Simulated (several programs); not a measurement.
## Sc₃BN₄ (ordering on wurtzite) from semi-empirical methods to plane-wave DFT

Sc₃BN₄ as one 8-atom ordering (P3m1) on the wurtzite lattice (no longer in that coordination), relaxed with r2SCAN in Ansatz, was computed with several methods. The symmetry is P3m1 (No. 156, trigonal); a = 3.388 Å, c = 10.091 Å in the conventional setting, 12.54 Å³ an atom. B has 4 N at 1.42–2.01 Å; Sc has 4 N at 2.07–2.09 Å; Sc has 5 N at 2.02–2.40 Å; Sc has 4 N at 2.08–2.12 Å; N has 1 B at 1.42 Å and 3 Sc at 2.02 Å; N has 4 Sc at 2.08–2.09 Å; N has 4 Sc at 2.07–2.11 Å; N has 3 B at 2.01 Å and 2 Sc at 2.12–2.40 Å. Spin-unpolarised throughout. Whether this structure exists isn't addressed.

```
CELL_PARAMETERS angstrom
3.38772 0.00000 0.00000
-1.69386 2.93385 0.00000
0.00000 0.00000 10.09085
ATOMIC_POSITIONS crystal
B 0.33333 0.66667 0.02222
Sc 0.33333 0.66667 0.48950
Sc 0.66667 0.33333 0.21375
Sc 0.66667 0.33333 0.76608
N 0.33333 0.66667 0.16286
N 0.33333 0.66667 0.69695
N 0.66667 0.33333 0.42258
N 0.66667 0.33333 0.97606
```

Gaps and times are for a single point on this cell; volume and bulk modulus come from each method's own relaxation or energy curve at fixed shape, which is too stiff where a cell has free coordinates or axes. Times are rough, from shared hosts (AMD EPYC 9B45; Arm Neoverse N1), and each method has its own mesh and cell size. A dagger marks a closed or tiny gap in a crystal that DFT finds insulating: a failure of the method or a wrong SCF state. A double dagger marks a value from a curve with shape and coordinates held. PM6 (MOPAC), PM7 (MOPAC), GFN1-xTB (tblite) treat a cluster of cells at its zone centre, which samples few k points: where these miss a band edge, the gap comes out too large for that reason alone. Gaps from k meshes are read at a limited set of points (mesh, symmetry points, PBE's band edges), so each method's own least gap may be somewhat smaller. xTB and the PM methods were fitted mostly to molecules, and can miss a solid's gap by electronvolts. Minimal bases can be far off for gaps. Times of the plane-wave ladder aren't listed, since it ran on unlike processors and cards. d marks a direct gap, i an indirect one (no mark: not told apart), a dash a value that wasn't computed or didn't pass its checks.

| method | kind | gap (eV) | own volume (Å³/atom) | bulk modulus (GPa) | atoms computed | processor time |
| --- | --- | --- | --- | --- | --- | --- |
| light PBE (260 eV and a coarse mesh) | light plane-wave | 1.76 i | – | – | 8 | 6.4 s |
| GFN1-xTB (tblite) | tight binding | 0.04† | – | – | cluster | 11 s |
| PM7 (MOPAC) | semi-empirical | 4.37 | – | – | cluster | 44 s |
| PBE | semilocal | 1.83 i | 12.66 | 156‡ | 8 | – |
| PM6 (MOPAC) | semi-empirical | 3.61 | – | – | cluster | 51 s |
| PBE/SZV (CP2K) | small basis | 1.54 i | 12.22‡ | 183‡ | 8 | 59 s |
| r2SCAN | semilocal | 2.09 i | 12.54 | 166‡ | 8 | – |
| HSE06 | hybrid | 2.85 i | – | – | 8 | – |
| PBE0 | hybrid | 3.56 i | – | – | 8 | – |
| PBE/DZVP (CP2K) | small basis | 1.82 i | 12.71‡ | 156‡ | 8 | 2.7 min |

Against HSE06 (2.85 eV) and with closed or daggered gaps left aside, the nearest gap at the points sampled is that of PBE0 (+0.71 eV) and the farthest that of PM7 (MOPAC) (+1.52 eV). HSE06 is only a yardstick of convenience, and nearness to it can be luck.

Volumes against r2SCAN's: PBE +1.0 %.

Runs without a result: GFN2-xTB (tblite) (single point), GLLB-SC (GPAW) (single point, out of time).
